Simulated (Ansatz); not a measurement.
# Cl2H4N2Sn: basis-set convergence

The task here is to estimate one member of a computed series from the others.

Method: one geometry, several basis sets; program: Ansatz 0.2.0, Gaussian basis.

Plan: PBE0-D4/def2-SVP; ωB97M-V/def2-SVP; PBE0-D4/def2-QZVPP; ωB97M-V/def2-QZVPP; the functionals' def2-TZVPP values are taken from earlier runs.

## The relaxed structure

The geometry comes from an earlier relaxation with PBE0-D4 in a triple-zeta def2 set; it is a stationary point, not always the lowest conformer. Sn takes the def2 core potential; no spin-orbit term is included.

SMILES `[NH2][Sn]([NH2])([Cl])[Cl]`, 9 atoms, charge 0, spin multiplicity 1.

Atoms are counted from 1 here; the program's logs count them from 0.

Bond lengths: N1–Sn2 1.996 Å, N1–H6 1.012 Å, N1–H7 1.013 Å, Sn2–N3 1.996 Å, Sn2–Cl4 2.321 Å, Sn2–Cl5 2.322 Å, N3–H8 1.012 Å, N3–H9 1.013 Å. Angles: Sn2–N1–H6 112.8°, Sn2–N1–H7 113.4°, H6–N1–H7 108.6°, N1–Sn2–N3 109.2°, N1–Sn2–Cl4 104.7°, N1–Sn2–Cl5 115.9°, N3–Sn2–Cl4 115.9°, N3–Sn2–Cl5 104.7°, Cl4–Sn2–Cl5 106.8°, Sn2–N3–H8 112.8°, Sn2–N3–H9 113.4°, H8–N3–H9 108.6°.

As a file:

```
N    -1.61117    0.62837   -0.32092
Sn    0.30552    0.07364   -0.34611
N     0.73696   -0.87693    1.35459
Cl    0.53253   -1.17400   -2.29054
Cl    1.85834    1.79499   -0.46908
H    -1.94586    0.92628   -1.22859
H    -1.80986    1.35792    0.35263
H     1.73227   -0.99442    1.49659
H     0.28978   -1.78194    1.43434
```

The first run:

File in.yaml:

```yaml
crystal:
  periodic: [false, false, false]
  atoms:
    - {symbol: N, position_ang: [-1.611166, 0.628372, -0.320923]}
    - {symbol: Sn, position_ang: [0.305516, 0.073636, -0.346109]}
    - {symbol: N, position_ang: [0.736959, -0.876933, 1.354591]}
    - {symbol: Cl, position_ang: [0.532528, -1.173999, -2.290541]}
    - {symbol: Cl, position_ang: [1.858342, 1.794989, -0.469085]}
    - {symbol: H, position_ang: [-1.945863, 0.926276, -1.228593]}
    - {symbol: H, position_ang: [-1.809863, 1.357918, 0.352630]}
    - {symbol: H, position_ang: [1.732268, -0.994421, 1.496586]}
    - {symbol: H, position_ang: [0.289778, -1.781939, 1.434343]}
basis:
  gaussian: {orbitals: def2-SVP}
hamiltonian: {xc: pbe0, dispersion: d4}
output: {orbitals: {seedname: orbitals}}
```

On the command line:

```sh
$ ansatz run in.yaml --threads 4 --pin off --events-out ev --progress --plain --max-ram 10444MiB
```

Steps of the session up to this table: PBE0-D4 in def2-SVP; ωB97M-V in def2-SVP; PBE0-D4 in def2-QZVPP; ωB97M-V in def2-QZVPP.

One of the session's tables, all rows but one given; the rest of the session is left out.

It belongs to the step «Density functionals: the series». 

```
functional       basis  HOMO (eV)
   PBE0-D4    def2-SVP      -7.88
   PBE0-D4  def2-TZVPP      -8.14
   PBE0-D4  def2-QZVPP      -8.18
   ωB97M-V    def2-SVP     -10.18
   ωB97M-V  def2-TZVPP     -10.47
   ωB97M-V  def2-QZVPP          ?
```

Q: Estimate the row for ωB97M-V, def2-QZVPP from the others.

**Answer.** HOMO (eV): -10.52. In the column «HOMO (eV)» it is the lowest.
